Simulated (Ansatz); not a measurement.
# K3Te2: the cost of one run

Computed with Ansatz 0.2.0 (DFT PBE, scalar-relativistic, plane waves, PAW, unless a step's input says otherwise).

1 further run of the same task is left out (it didn't finish).

## Step 1: The starting structure

It takes space group R-3m (No. 166, trigonal). Conventional cell: a = 4.461 Å, b = 4.461 Å, c = 31.020 Å, α = 90.00°, β = 90.00°, γ = 120.00°. K (site symmetry -3m) has 6 Te at 3.30 Å as nearest neighbours. K (site symmetry 3m) has 3 Te at 3.13 Å as nearest neighbours. Te (site symmetry 3m) has 6 K at 3.13 to 3.30 Å as nearest neighbours.

Structure file:

```cif
data_structure
_symmetry_space_group_name_H-M 'R-3m:H'
_symmetry_Int_Tables_number 166
_cell_length_a 4.4612
_cell_length_b 4.4612
_cell_length_c 31.0201
_cell_angle_alpha 90.000
_cell_angle_beta 90.000
_cell_angle_gamma 120.000
_cell_volume 534.67
loop_
_atom_site_label
_atom_site_type_symbol
_atom_site_symmetry_multiplicity
_atom_site_Wyckoff_symbol
_atom_site_fract_x
_atom_site_fract_y
_atom_site_fract_z
_atom_site_occupancy
K1 K 3 a 0.00000 0.00000 0.00000 1
K2 K 6 c 0.00000 0.00000 0.20950 1
Te1 Te 6 c 0.33333 0.66667 0.06667 1
```

(A quick probe on a coarse mesh, which set the mesh and smearing, is not shown.)

## Step 3: A loose first relaxation

input.yaml reads:

```yaml
crystal:
  lattice:
    - [2.2306159681, 1.2878467296, 10.3400365047]
    - [-2.2306159681, 1.2878467296, 10.3400365047]
    - [0.0, -2.5756934593, 10.3400365047]
  atoms:
    - { symbol: K, position: [0.0, 0.0, 0.0] }
    - { symbol: K, position: [0.2095, 0.2095, 0.2095] }
    - { symbol: K, position: [0.7905, 0.7905, 0.7905] }
    - { symbol: Te, position: [0.4, 0.4, 0.4] }
    - { symbol: Te, position: [0.6, 0.6, 0.6] }
basis:
  ecutwfc: 420
kpoints:
  mp_grid: { grid: [6, 6, 6] }
hamiltonian:
  xc: pbe
scf:
  occupations: { method: gaussian, width: 0.1 }
  lower_state_search: "off"
output:
  forces: true
  stress: true
  eigenvalues: true
relax:
  adjacent_minimum: "off"
  f_tol: 0.04
  max_steps: 70
  cell: { stress_tol: 0.4 }
```

On the command line:

```
$ ansatz run input.yaml --threads 1 --pin off --max-ram 2560MiB --backend cpu --events-out ev --progress --plain --runs-dir out
```

What time and memory should one allow on 1 thread of AMD EPYC 7B13 (Zen 3), shared host?

About 3.3 min, with a peak of 0.56 GiB.
